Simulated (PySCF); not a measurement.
# C9H9ClS: excited states, first hyperpolarisability

What do calculations give for the excited states, first hyperpolarisability of C9H9ClS (`CSc1ccc(/C=C/Cl)cc1`)?

Programs: PySCF 2.14.0, with routines of our own; each step states its level. All values are computed. Atoms count from 0.

## Step 1: The starting structure

20 atoms, charge 0, multiplicity 1; geometry from: GFN2-xTB.

## Step 2: Geometry optimisation at PBE0-D3(BJ)/def2-SVP

The job: settings as JSON, then the geometry in Å.

```
{"job": {"xc": "PBE0", "basis": "def2-SVP", "d3": "d3bj", "grid": 2, "kind": "geom"}, "charge": 0, "multiplicity": 1}
C      3.869738    -0.373495    -0.862831
S      3.091768    -0.051461     0.745949
C      1.363913    -0.071225     0.398636
C      0.821489    -0.200456    -0.872841
C     -0.549490    -0.201562    -1.036274
C     -1.419075    -0.070659     0.047927
C     -2.849326    -0.076518    -0.201149
C     -3.805870     0.067761     0.712419
Cl    -5.473535     0.047674     0.297741
C     -0.855529     0.060708     1.321927
C      0.509193     0.059972     1.493543
H      3.516529    -1.320687    -1.259979
H      4.935594    -0.431605    -0.664385
H      3.667882     0.444884    -1.548001
H      1.453248    -0.298727    -1.741189
H     -0.956281    -0.305011    -2.032136
H     -3.137759    -0.208499    -1.235665
H     -3.633871     0.207648     1.766676
H     -1.490985     0.162227     2.187067
H      0.937217     0.160011     2.479528
```

Launch:

```console
$ OMP_NUM_THREADS=1 python excited_run.py task.json out
```

The driver reads the jobs from task.json and runs them one after another.

The program printed:

```text
step   0  E = -1205.54524753  max force = 0.014417
step   1  E = -1205.54734885  max force = 0.002426
step   2  E = -1205.54734766  max force = 0.002187
step   3  E = -1205.54739403  max force = 0.000728
step   4  E = -1205.54739772  max force = 0.000358
optimisation converged
```

Run time: 3.3 min. Hardware: 1 thread of Arm Neoverse N1, shared host; peak memory 0.99 GiB.

Along the way:

```csv
step,energy from step 0 (eV),largest force component (eV/Å)
0,0.0000,0.7414
1,-0.0572,0.1247
2,-0.0571,0.1125
3,-0.0584,0.0374
4,-0.0585,0.0184
```

Close pairs (by a distance rule), those that changed most:

```csv
bond,before (Å),after (Å),change (Å)
C0–S1,1.816,1.797,-0.019
C7–H17,1.077,1.092,+0.015
C9–H18,1.078,1.092,+0.014
C0–H11,1.086,1.100,+0.014
C0–H13,1.086,1.100,+0.014
C10–H19,1.080,1.093,+0.014
C0–H12,1.086,1.099,+0.013
C4–H15,1.081,1.093,+0.013
```

The final coordinates are the input of the step that follows.

```csv
at the end point,value
"rotational constants (GHz, main isotopes)","3.927, 0.267, 0.250"
dipole moment (D),2.38
```

## Step 3: Excited states: TDA CAM-B3LYP/def2-SVPD

The job: settings as JSON, then the geometry in Å.

```
{"job": {"kind": "states", "xc": "CAM-B3LYP", "basis": "def2-SVPD", "tda": true, "soc": true, "nstates": 6, "ntriplets": 5, "nquad": 4}, "charge": 0, "multiplicity": 1}
C      3.213700    -0.526948    -0.800792
S      2.459122    -0.285139     0.811979
C      0.738159    -0.295802     0.455573
C      0.184301    -0.430045    -0.821368
C     -1.197592    -0.423720    -0.989079
C     -2.074721    -0.283344     0.094232
C     -3.514892    -0.283433    -0.154028
C     -4.477273    -0.140502     0.765937
Cl    -6.154338    -0.155112     0.371981
C     -1.503034    -0.149321     1.373521
C     -0.131198    -0.155450     1.552478
H      2.910252    -1.482923    -1.252617
H      4.297056    -0.551666    -0.620113
H      2.989875     0.303119    -1.487057
H      0.821762    -0.540075    -1.699166
H     -1.609346    -0.530328    -1.996400
H     -3.823736    -0.412182    -1.196265
H     -4.289687    -0.003177     1.832748
H     -2.143203    -0.040068     2.251629
H      0.284523    -0.051899     2.558184
```

Level: TDA CAM-B3LYP/def2-SVPD excited states, vertical, gas phase, spin-orbit mean-field couplings.

The program printed:

```text
coarse grid: 18608 points
cycle   1  E = -1205.8701397057  dE =  1.925e+00  |g| = 3.522e-01  |ddm| = 1.684e+01
cycle   2  E = -1205.8882666852  dE = -1.813e-02  |g| = 3.126e-01  |ddm| = 3.698e+00
cycle   3  E = -1205.9110146773  dE = -2.275e-02  |g| = 7.883e-02  |ddm| = 1.304e+00
cycle   4  E = -1205.9125178742  dE = -1.503e-03  |g| = 3.232e-02  |ddm| = 3.512e-01
cycle   5  E = -1205.9127772564  dE = -2.594e-04  |g| = 9.163e-03  |ddm| = 1.652e-01
cycle   6  E = -1205.9128000124  dE = -2.276e-05  |g| = 2.215e-03  |ddm| = 4.243e-02
cycle   7  E = -1205.9128015751  dE = -1.563e-06  |g| = 1.021e-03  |ddm| = 1.399e-02
final grid: 172712 points
cycle   8  E = -1206.0700418026  dE = -4.515e-05  |g| = 4.145e-03  |ddm| = 2.969e-01
cycle   9  E = -1206.0700420190  dE = -2.164e-07  |g| = 4.132e-03  |ddm| = 3.686e-02
cycle  10  E = -1206.0700464434  dE = -4.424e-06  |g| = 5.768e-04  |ddm| = 1.501e-02
cycle  11  E = -1206.0700465223  dE = -7.889e-08  |g| = 2.651e-04  |ddm| = 3.216e-03
cycle  12  E = -1206.0700465416  dE = -1.923e-08  |g| = 6.555e-05  |ddm| = 1.283e-03
cycle  13  E = -1206.0700465427  dE = -1.170e-09  |g| = 1.628e-05  |ddm| = 4.004e-04
cycle  14  E = -1206.0700465428  dE = -7.253e-11  |g| = 6.664e-06  |ddm| = 7.650e-05
converged SCF energy = -1206.0700465428

Singlet excitations
state   eV       nm        f     d(h-e)  d(exc)  Lambda  PR(NTO)  |dmu|/D   mu/D   main configurations
  1   4.5466   272.7   0.61922   0.920   3.850   0.703   1.188    2.739    5.155   H->L 0.71, H->L+1 0.18
  2   4.7713   259.9   0.37052   0.691   3.624   0.616   1.364    2.023    4.411   H->L+1 0.57, H->L 0.22, H-2->L 0.16
  3   5.3643   231.1   0.00049   1.498   3.756   0.329   1.012    6.704    4.499   H->L+2 0.55, H->L+3 0.14, H-1->L+2 0.08
  4   5.7985   213.8   0.00376   0.217   4.268   0.341   1.116    1.554    1.397   H->L+3 0.60, H->L+2 0.24
  5   5.9378   208.8   0.03738   0.647   3.749   0.664   1.373                     H-1->L 0.74
  6   6.1196   202.6   0.01078   0.277   4.324   0.306   1.377                     H->L+4 0.55, H->L+5 0.08

Triplet excitations (Tamm-Dancoff)
state   eV     d(h-e)  d(exc)  Lambda  PR(NTO)   main configurations
  1   2.8737   0.224   3.375   0.731   1.181   H->L 0.80, H-1->L 0.10
  2   4.0138   0.157   3.249   0.585   1.089   H->L+1 0.86
  3   4.2292   0.290   2.829   0.667   2.209   H-1->L 0.30, H->L+7 0.20, H-4->L 0.08
  4   4.5267   0.466   2.890   0.760   1.312   H-2->L+1 0.56, H-1->L 0.13, H-2->L 0.12
  5   4.8732   0.619   3.077   0.649   1.055   H-2->L 0.69, H-2->L+1 0.20
S1 - T1 = 1.6729 eV

Spin-orbit couplings |<S|Hso|T>| (cm-1)
             T1       T2       T3       T4       T5
S0        0.493    0.485    1.817    1.326    0.745
S1        0.212    0.114    0.125    0.077    0.120
S2        0.160    0.109    0.092    0.042    0.081
S3       10.437    1.905    8.926    5.391    0.655
S4       10.672    0.425    1.374    2.405    0.364
S5        0.461    0.075    0.180    0.220    0.089
S6       12.753    2.036    6.822    1.094    0.281
T1 sublevels (cm-1): 0.000 0.009 0.013   radiative rates (1/s): 0.222 0.138 0.0169
```

Wall time 3.4 min (1 thread of Arm Neoverse N1, shared host); peak memory 1.4 GiB.

In short:

```csv
quantity,value
S1 less T1,1.67 eV
```

## Step 4: Excited states: TDDFT CAM-B3LYP/def2-SVPD

Settings changed since step 3:

```diff
@@ -1,2 +1,2 @@
-{"job": {"kind": "states", "xc": "CAM-B3LYP", "basis": "def2-SVPD", "tda": true, "soc": true, "nstates": 6, "ntriplets": 5, "nquad": 4}, "charge": 0, "multiplicity": 1}
+{"job": {"kind": "states", "xc": "CAM-B3LYP", "basis": "def2-SVPD", "tpa": true, "nstates": 8, "nquad": 6, "ntriplets": 0}, "charge": 0, "multiplicity": 1}
 C      3.213700    -0.526948    -0.800792
```

With the program's defaults for keys left out, this is: TDDFT CAM-B3LYP/def2-SVPD excited states, vertical, gas phase, two-photon moments by quadratic response.

The program printed:

```text
coarse grid: 18608 points
cycle   1  E = -1205.8701397057  dE =  1.925e+00  |g| = 3.522e-01  |ddm| = 1.684e+01
cycle   2  E = -1205.8882666852  dE = -1.813e-02  |g| = 3.126e-01  |ddm| = 3.698e+00
cycle   3  E = -1205.9110146773  dE = -2.275e-02  |g| = 7.883e-02  |ddm| = 1.304e+00
cycle   4  E = -1205.9125178742  dE = -1.503e-03  |g| = 3.232e-02  |ddm| = 3.512e-01
cycle   5  E = -1205.9127772564  dE = -2.594e-04  |g| = 9.163e-03  |ddm| = 1.652e-01
cycle   6  E = -1205.9128000124  dE = -2.276e-05  |g| = 2.215e-03  |ddm| = 4.243e-02
cycle   7  E = -1205.9128015751  dE = -1.563e-06  |g| = 1.021e-03  |ddm| = 1.399e-02
final grid: 172712 points
cycle   8  E = -1206.0700418026  dE = -4.515e-05  |g| = 4.145e-03  |ddm| = 2.969e-01
cycle   9  E = -1206.0700420190  dE = -2.164e-07  |g| = 4.132e-03  |ddm| = 3.686e-02
cycle  10  E = -1206.0700464434  dE = -4.424e-06  |g| = 5.768e-04  |ddm| = 1.501e-02
cycle  11  E = -1206.0700465223  dE = -7.889e-08  |g| = 2.651e-04  |ddm| = 3.216e-03
cycle  12  E = -1206.0700465416  dE = -1.923e-08  |g| = 6.555e-05  |ddm| = 1.283e-03
cycle  13  E = -1206.0700465427  dE = -1.170e-09  |g| = 1.628e-05  |ddm| = 4.004e-04
cycle  14  E = -1206.0700465428  dE = -7.253e-11  |g| = 6.664e-06  |ddm| = 7.650e-05
converged SCF energy = -1206.0700465428

Singlet excitations
state   eV       nm        f     d(h-e)  d(exc)  Lambda  PR(NTO)  |dmu|/D   mu/D   delta(TPA)   sigma/GM   main configurations
  1   4.3774   283.2   0.63752   0.959   3.873   0.721   1.187    2.949    5.359      860.48      6.041   H->L 0.87
  2   4.6707   265.5   0.14947   0.451   3.453   0.588   1.485    1.352    3.756       66.15      0.529   H->L+1 0.73, H-2->L 0.14
  3   5.3503   231.7   0.00033   1.505   3.764   0.329   1.013    6.647    4.442       15.00      0.157   H->L+2 0.55, H->L+3 0.14, H-1->L+2 0.08
  4   5.7476   215.7   0.01679   0.838   3.648   0.656   1.404    2.348    4.662     2936.79     35.543   H-1->L 0.68, H-2->L 0.14
  5   5.7934   214.0   0.00301   0.208   4.273   0.342   1.122    1.458    1.391       80.40      0.989   H->L+3 0.60, H->L+2 0.24
  6   5.9998   206.6   0.18002   1.241   3.843   0.600   1.410    3.630    6.065     4201.90     55.415   H-2->L 0.61, H-1->L 0.20, H->L+1 0.10
  7   6.1054   203.1   0.01112   0.271   4.311   0.306   1.387                                            H->L+4 0.53, H->L+5 0.09
  8   6.2976   196.9   0.00150   0.083   4.383   0.313   1.478                                            H->L+5 0.31, H->L+4 0.27, H->L+8 0.12
```

Wall time 4.5 min (1 thread of Arm Neoverse N1, shared host); peak memory 1.6 GiB.

## Step 5: First hyperpolarisability: quadratic response CAM-B3LYP/def2-SVPD

Settings changed since step 4:

```diff
@@ -1,2 +1,2 @@
-{"job": {"kind": "states", "xc": "CAM-B3LYP", "basis": "def2-SVPD", "tpa": true, "nstates": 8, "nquad": 6, "ntriplets": 0}, "charge": 0, "multiplicity": 1}
+{"job": {"kind": "beta", "xc": "CAM-B3LYP", "basis": "def2-SVPD"}, "charge": 0, "multiplicity": 1}
 C      3.213700    -0.526948    -0.800792
```

Level: quadratic response CAM-B3LYP/def2-SVPD first hyperpolarisability, Taylor convention, gas phase.

The program printed:

```text
coarse grid: 18608 points
cycle   1  E = -1205.8701397057  dE =  1.925e+00  |g| = 3.522e-01  |ddm| = 1.684e+01
cycle   2  E = -1205.8882666852  dE = -1.813e-02  |g| = 3.126e-01  |ddm| = 3.698e+00
cycle   3  E = -1205.9110146773  dE = -2.275e-02  |g| = 7.883e-02  |ddm| = 1.304e+00
cycle   4  E = -1205.9125178742  dE = -1.503e-03  |g| = 3.232e-02  |ddm| = 3.512e-01
cycle   5  E = -1205.9127772564  dE = -2.594e-04  |g| = 9.163e-03  |ddm| = 1.652e-01
cycle   6  E = -1205.9128000124  dE = -2.276e-05  |g| = 2.215e-03  |ddm| = 4.243e-02
cycle   7  E = -1205.9128015751  dE = -1.563e-06  |g| = 1.021e-03  |ddm| = 1.399e-02
final grid: 172712 points
cycle   8  E = -1206.0700418026  dE = -4.515e-05  |g| = 4.145e-03  |ddm| = 2.969e-01
cycle   9  E = -1206.0700420190  dE = -2.164e-07  |g| = 4.132e-03  |ddm| = 3.686e-02
cycle  10  E = -1206.0700464434  dE = -4.424e-06  |g| = 5.768e-04  |ddm| = 1.501e-02
cycle  11  E = -1206.0700465223  dE = -7.889e-08  |g| = 2.651e-04  |ddm| = 3.216e-03
cycle  12  E = -1206.0700465416  dE = -1.923e-08  |g| = 6.555e-05  |ddm| = 1.283e-03
cycle  13  E = -1206.0700465427  dE = -1.170e-09  |g| = 1.628e-05  |ddm| = 4.004e-04
cycle  14  E = -1206.0700465428  dE = -7.253e-11  |g| = 6.664e-06  |ddm| = 7.650e-05
converged SCF energy = -1206.0700465428

Lowest singlets (eV, f): 4.3774 0.6375  4.6707 0.1495  5.3503 0.0003

First hyperpolarisability (au)
process     nm      |vector|   parallel      HRS      DR
static         -      901.07     480.31     399.81   4.081
shg       1907.0     1051.98      560.3     463.85   4.167
eope      1907.0      947.73     505.04          -       -
shg       1064.0     1546.49     822.71     672.77   4.368
eope      1064.0     1063.92     566.63          -       -
```

It took 3.2 min on 1 thread of Arm Neoverse N1, shared host; peak memory 1.5 GiB.

## Step 6: Outcome

| quantity | value |
| --- | --- |
| rotational constants (main isotopes) | 3.93, 0.27, 0.25 GHz |
| S1 less T1 (step 3, TDA CAM-B3LYP/def2-SVPD) | 1.67 eV |
| β vector (step 5, quadratic response CAM-B3LYP/def2-SVPD) | static 901, SHG 1907.0 nm 1052, SHG 1064.0 nm 1546 au |

**Reading.** The optimisation took 4 steps and gained 0.059 eV; among the close pairs (by a distance rule), C0–S1 changed most, from 1.816 to 1.797 Å. In step 3, the number of triplets below S1 is 4, and the largest singlet-triplet spin-orbit coupling is S6–T1, 12.75 cm⁻¹. β grows from 901 au (static) to 1546 au for doubling at 1064.0 nm: normal dispersion, which grows as twice the photon energy moves toward the bright states.
